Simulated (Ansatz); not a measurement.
The system is Sr2SO.

```
Sr S O
1.0
     4.04324    0.00000    0.00000
     0.00000    4.04324    0.00000
     0.00000    0.00000    5.71800
Sr S O
2 1 1
Cartesian
  2.0216 2.0216 2.8590
  0.0000 0.0000 0.0000
  0.0000 0.0000 2.8590
  2.0216 2.0216 0.0000
```

The cell comes from a database or a generator and needn't be the stable form of this composition.

Base run:

```yaml
Program: Ansatz 0.2.0
Functional: PBE0
Potentials_or_basis: Ansatz PAW
Cutoff: "420 eV (not typed: the program's choice for these potentials)"
k_mesh: 4 × 4 × 3
Occupations: fermi-dirac, width 0.05 eV
Spin: no spin polarisation
```

Its results: band gap on the k mesh 4.15 eV, direct; pressure -1.2 GPa.

Question: The run is repeated on the same cell with these changes: functional from PBE0 to revPBE. What comes out?

Answer: Band gap on the k mesh 2.25 eV, direct; pressure 1.4 GPa.

PBE0 gives the wider gap, since exact exchange removes part of the self-interaction.

Caveats: odd divisions of the mesh miss points on the zone boundary, where band edges often lie, so the gap on the mesh can be too wide; the PAW data sets come from PBE, with cores solved anew for the run's functional, which leaves a small shift of forces and pressure; the density of states is complete only up to the lowest level of the last band computed; the thresholds are loose for stress (some runs).

A k mesh can miss the band edges.
